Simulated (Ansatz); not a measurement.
# GeH₅O (doublet): the correlation ladder at distance O1–H3 along a hydrogen transfer = 1.690 Å, cc-pVDZ

Aim: climb from Hartree-Fock through coupled cluster and multireference methods for GeH₅O (doublet) at one geometry and basis, and see what each rung misses.

Method: cc-pVDZ, core rule «outside noble gas», up to 15 orbitals frozen; program: Ansatz 0.2.0, Gaussian basis.

The runs, in order: UHF; CCSD(T) on ROHF; CCSD(T) on UHF; BCCD(T) on ROHF; CISD; CCSDT(Q) on ROHF; CCSDT(Q) on UHF; CASSCF and MRCISD+Q, 3 electrons in 3 orbitals; CASSCF and NEVPT2, 3 electrons in 3 orbitals.

4 further runs of the same task are left out: 4 that didn't finish.

## 1. What is computed

The geometry derives from fragments relaxed apart (PBE0/def2-TZVP) and kept rigid, so it is no stationary point. A hydrogen atom is moved between rigid fragments. No spin-orbit coupling is included. The filled d shell of Ge may be among the frozen orbitals whatever the setting's name suggests; the logs give the count.

7 atoms, charge 0, spin multiplicity 2.

Atoms are counted from 1 here; the program's logs count them from 0.

Bond lengths: O1–H2 0.960 Å, H3–Ge4 1.530 Å, Ge4–H5 1.539 Å, Ge4–H6 1.539 Å, Ge4–H7 1.539 Å. Angles: H3–Ge4–H5 107.7°, H3–Ge4–H6 107.7°, H3–Ge4–H7 107.7°, H5–Ge4–H6 111.2°, H5–Ge4–H7 111.2°, H6–Ge4–H7 111.2°.

## 2. UHF

File in.yaml:

```yaml
crystal:
  periodic: [false, false, false]
  atoms:
    - {symbol: O, position_ang: [-2.631396, -0.009969, -0.000001]}
    - {symbol: H, position_ang: [-2.880705, 0.916606, -0.000001]}
    - {symbol: H, position_ang: [-0.941396, -0.009969, 0.000000]}
    - {symbol: Ge, position_ang: [0.588604, -0.009969, 0.000000]}
    - {symbol: H, position_ang: [1.057272, -1.475884, 0.000000]}
    - {symbol: H, position_ang: [1.057274, 0.722988, -1.269519]}
    - {symbol: H, position_ang: [1.057272, 0.722988, 1.269520]}
basis:
  gaussian: {orbitals: cc-pVDZ}
magnetization: {spin_polarized: true, initial_magnetization: 1}
hamiltonian: {xc: hf}
output: {orbitals: {seedname: orbitals}}
```

Started as:

```console
ansatz run in.yaml --threads 1 --pin off --events-out ev --progress --plain --max-ram 2502MiB
```

The runs that follow: CCSD(T) on ROHF; CCSD(T) on UHF; BCCD(T) on ROHF; CISD; CCSDT(Q) on ROHF; CCSDT(Q) on UHF; CASSCF and MRCISD+Q, 3 electrons in 3 orbitals; CASSCF and NEVPT2, 3 electrons in 3 orbitals.

**Question.** What will the summary of the whole plan be? Wanted: UCCSDT(Q) below the RHF energy; RMP2 from UCCSDT(Q); UMP2 from UCCSDT(Q); RCCSD from UCCSDT(Q); RCCSD(T) from UCCSDT(Q); UCCSD(T) from UCCSDT(Q); RCCSDT(Q) from UCCSDT(Q); NEVPT2 pair from UCCSDT(Q); MRCISD+Q pair from UCCSDT(Q).

The runs gave:

```
                         quantity                                                   value
   UCCSDT(Q) below the RHF energy                                              -8.8474 eV
              RMP2 from UCCSDT(Q)                                             +1385.1 meV
              UMP2 from UCCSDT(Q)                                             +1384.5 meV
             RCCSD from UCCSDT(Q)                                              +174.0 meV
          RCCSD(T) from UCCSDT(Q)                                               +34.9 meV
          UCCSD(T) from UCCSDT(Q)                                               +34.4 meV
         RCCSDT(Q) from UCCSDT(Q)                                                +0.9 meV
       NEVPT2 pair from UCCSDT(Q)                                             +1329.9 meV
     MRCISD+Q pair from UCCSDT(Q)                                               +94.4 meV
levels within 1 kcal/mol (43 meV)  RCCSD(T), UCCSD(T), BCCD(T), RCCSDT, UCCSDT, RCCSDT(Q)
                    T1 diagnostic                                                   0.020
```

What this shows: RCCSD(T) misses by +34.9 meV, 0.4 % of the correlation energy. Of the multireference levels listed MRCISD+Q pair comes nearest in total energy (+94.4 meV), which doesn't show that its space is the better one. These misses are within one basis, not against nature; the frozen cores of restricted and unrestricted runs differ, which can shift their rows.
